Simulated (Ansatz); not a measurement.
## MgAl3, space group I4/mmm: a comparison of norm-conserving and PAW potentials, step by step

With Ansatz 0.2.0, Python API.

Run as a notebook:

**Cell 1**
```python
import ansatz as az
import numpy as np
from tabulate import tabulate


def count_gap(report):
    # lowest empty less highest filled band, counting bands; zero where they overlap
    return max(report.get("gap_by_band_count_ev") or 0.0, 0.0)
```

**Cell 2**
```python
cell = (
    az.Lattice.of([-2.045471, 2.045471, 4.120383], [2.045471, -2.045471, 4.120383], [2.045471, 2.045471, -4.120383])
    .atom("Mg", [0.0, 0.0, 0.0])
    .atom("Al", [0.5, 0.5, 0.0])
    .atom("Al", [0.25, 0.75, 0.5])
    .atom("Al", [0.75, 0.25, 0.5])
)
```

**Cell 3**
```python
len(cell.resolved().sites)
```
Output:
```text
4
```

**Cell 4**
```python
base = cell.calculation()
base = base.functional(az.Functional.PBESOL)
base = base.kpoints(9, 9, 9)
base = base.occupations("fermi_dirac")
base = base.stress().forces()
base = base.band_table()
variants = {
    "PAW": base.pseudopotentials("paw"),
    "norm-conserving": base.pseudopotentials("nc"),
}
# totals differ by the cores that each treatment holds, so compare what does not depend on them
rows = []
for label, variant in variants.items():
    report = variant.run().report
    levels = np.array(report["eigenvalues_ev"][0]) - report["fermi_energy_ev"]
    print(label, "levels at the first k-point near E_F:", np.round(levels[np.abs(levels) < 5], 3))
    rows.append((label, report["n_electrons"], np.trace(report["stress_gpa"]) / 3, float(np.abs(report["forces_ev_ang"]).max()), count_gap(report)))
print(tabulate(rows, headers=["treatment", "electrons in bands", "P GPa", "max force component eV/A", "gap by band count eV"], floatfmt=".4f", tablefmt="github"))
```
Output:
```text
DeckWarning: basis.ecutwfc = 420 eV, auto-derived from the records' recommended cutoffs: set by Mg (normal level)
PAW levels at the first k-point near E_F: [-2.352 -1.214 -0.614 -0.614  0.192  0.192  0.523  0.979  1.004]
DeckWarning: basis.ecutwfc = 1142.878222 eV, auto-derived from the records' recommended cutoffs: set by Mg (normal level)
norm-conserving levels at the first k-point near E_F: [-2.362 -1.21  -0.617 -0.617  0.189  0.189  0.528  0.976  1.007]
| treatment       |   electrons in bands |   P GPa |   max force component eV/A |   gap by band count eV |
|-----------------|----------------------|---------|----------------------------|------------------------|
| PAW             |              19.0000 |  0.9523 |                     0.0000 |                 0.0000 |
| norm-conserving |              19.0000 |  0.9031 |                     0.0000 |                 0.0000 |
```

PAW gives 0.952 GPa and norm-conserving 0.903 GPa, 0.049 GPa apart. They took 3.6 and 12.1 s of processor time.

The computed bands are complete only to about 1.0 eV above the Fermi level. A gap by band count of zero or less means overlapping bands, a metal, and at an odd count of electrons it is no gap at all. This cell is a computed structure, which may not be the phase found in nature. Levels are Kohn-Sham eigenvalues on this mesh. Warnings are shown shortened and without file and line. Stress is positive in compression. It ran for 16 s on 1 thread of Arm Neoverse V2 (shared host), peak memory 0.66 GiB.
